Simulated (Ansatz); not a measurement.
## Nudged elastic band run: NaRu12

Input file:

```yaml
crystal:
  lattice:
    - [5.4, 0.0, 0.0]
    - [-4.05, 7.014806, 0.0]
    - [0.0, 0.0, 4.2768]
  atoms:
    - { symbol: Ru, position: [0.01583486, -0.00957287, 0.0273837] }
    - { symbol: Ru, position: [0.18874673, 0.22863074, 0.46619352] }
    - { symbol: Ru, position: [0.06565343, 0.3797404, 0.03141437] }
    - { symbol: Ru, position: [0.17777792, 0.56237405, 0.51759013] }
    - { symbol: Ru, position: [-0.02164382, 0.65664258, -0.00312782] }
    - { symbol: Ru, position: [0.16575085, 0.88667201, 0.5420427] }
    - { symbol: Ru, position: [0.43434095, -0.05518978, 0.07117044] }
    - { symbol: Ru, position: [0.66341701, 0.24687899, 0.39910079] }
    - { symbol: Ru, position: [0.49728181, 0.32656497, -0.0550464] }
    - { symbol: Ru, position: [0.66569028, 0.55383365, 0.50125109] }
    - { symbol: Ru, position: [0.52224937, 0.66831668, -0.00533377] }
    - { symbol: Ru, position: [0.67210296, 0.86570136, 0.48990043] }
    - { symbol: Na, position: [0.77357608, 0.12959063, 0.78034082] }
basis:
  ecutwfc: 420.0
kpoints:
  mp_grid: { grid: [4, 3, 4] }
hamiltonian:
  xc: pbe
  dispersion: d3bj
scf:
  occupations: { method: gaussian, width: 0.15 }
  lower_state_search: "off"
neb:
  images: 7
  f_tol: 0.03
  initial_path: idpp
  max_iterations: 61
  spring: { min: 2.0, max: 10.0 }
  final_atoms:
    - { symbol: Ru, position: [0.01788159, -0.00858875, -0.02722363] }
    - { symbol: Ru, position: [0.1904705, 0.22971808, 0.53372007] }
    - { symbol: Ru, position: [0.06756763, 0.38092485, -0.0312974] }
    - { symbol: Ru, position: [0.17971293, 0.56353014, 0.48264754] }
    - { symbol: Ru, position: [-0.01983874, 0.65768276, 0.00343213] }
    - { symbol: Ru, position: [0.16748924, 0.88763009, 0.45808521] }
    - { symbol: Ru, position: [0.43614683, -0.0542843, -0.07110746] }
    - { symbol: Ru, position: [0.66532018, 0.24769801, 0.60071892] }
    - { symbol: Ru, position: [0.49921336, 0.32762656, 0.05487509] }
    - { symbol: Ru, position: [0.66753112, 0.5547716, 0.49913398] }
    - { symbol: Ru, position: [0.52408772, 0.66940808, 0.00549907] }
    - { symbol: Ru, position: [0.67411553, 0.86680441, 0.51022678] }
    - { symbol: Na, position: [0.77554576, 0.13047638, 1.21923906] }
  order_check: true
```

Command:

```bash
$ ansatz run input.yaml --threads 4 --pin off --max-ram 10240MiB --backend cpu --events-out ev --progress --plain --runs-dir out
```

Output, in part (warnings, iteration lines):

```
NEB end point (image 0): max|allowed force component| = 2.313e-2 eV/Å (the criterion of neb.relax_end_points is 1.000e-2)
NEB end point (image 8): max|allowed force component| = 1.084e-2 eV/Å (the criterion of neb.relax_end_points is 1.000e-2)
NEB iter   1: max|band force component| = 3.628e0 eV/Å  barrier→ = 2.6773 eV  barrier← = 2.6774 eV  Δτ_max = 0.1980 Å  (73 SCF iters)
NEB iter   2: max|band force component| = 9.868e-1 eV/Å  barrier→ = 1.4705 eV  barrier← = 1.4706 eV  Δτ_max = 0.0515 Å  (56 SCF iters)
NEB iter   3: max|band force component| = 5.556e-1 eV/Å  barrier→ = 1.3816 eV  barrier← = 1.3817 eV  Δτ_max = 0.0670 Å  (49 SCF iters)
NEB iter   4: max|band force component| = 3.529e-1 eV/Å  barrier→ = 1.3343 eV  barrier← = 1.3343 eV  CI = image 4  Δτ_max = 0.0878 Å  (49 SCF iters)
NEB iter   5: max|band force component| = 2.931e-1 eV/Å  barrier→ = 1.2994 eV  barrier← = 1.2995 eV  CI = image 4  Δτ_max = 0.0327 Å  (49 SCF iters)
NEB iter   6: max|band force component| = 9.214e-2 eV/Å  barrier→ = 1.2935 eV  barrier← = 1.2936 eV  CI = image 4  Δτ_max = 0.0129 Å  (42 SCF iters)
NEB iter   7: max|band force component| = 5.041e-2 eV/Å  barrier→ = 1.2930 eV  barrier← = 1.2931 eV  CI = image 4  Δτ_max = 0.0033 Å  (42 SCF iters)
NEB iter   8: max|band force component| = 1.709e-2 eV/Å  barrier→ = 1.2928 eV  barrier← = 1.2928 eV  CI = image 4  CI's point: of a kind that is not told: the force calls were inconclusive, a negative curvature could not be distinguished from the path's own, the only one lies far off the path, or fixed occupations may fill a level only in part  Δτ_max = 0.0000 Å  (273 SCF iters)
```

It converged. By the program's own check the climbing image is of a kind that is not told: the force calls were inconclusive, a negative curvature could not be distinguished from the path's own, the only one lies far off the path, or fixed occupations may fill a level only in part (lowest curvatures found: -5.70 and 0.33 eV/Å²). Limits of this set-up: coarse k mesh, a small cell, in which the defect meets its images.

Final band:

| image | path coordinate (Å) | energy (eV) |
| --- | --- | --- |
| 0 | 0.00 | 0.00 |
| 1 | 0.58 | 0.29 |
| 2 | 0.89 | 0.80 |
| 3 | 1.13 | 1.16 |
| 4 | 1.35 | 1.29 |
| 5 | 1.57 | 1.16 |
| 6 | 1.80 | 0.81 |
| 7 | 2.12 | 0.29 |
| 8 | 2.69 | 0.00 |

The run took 12 min on 4 threads of Intel(R) Xeon(R) Platinum 8488C (Sapphire Rapids), on a shared host, peak memory 2.7 GiB.
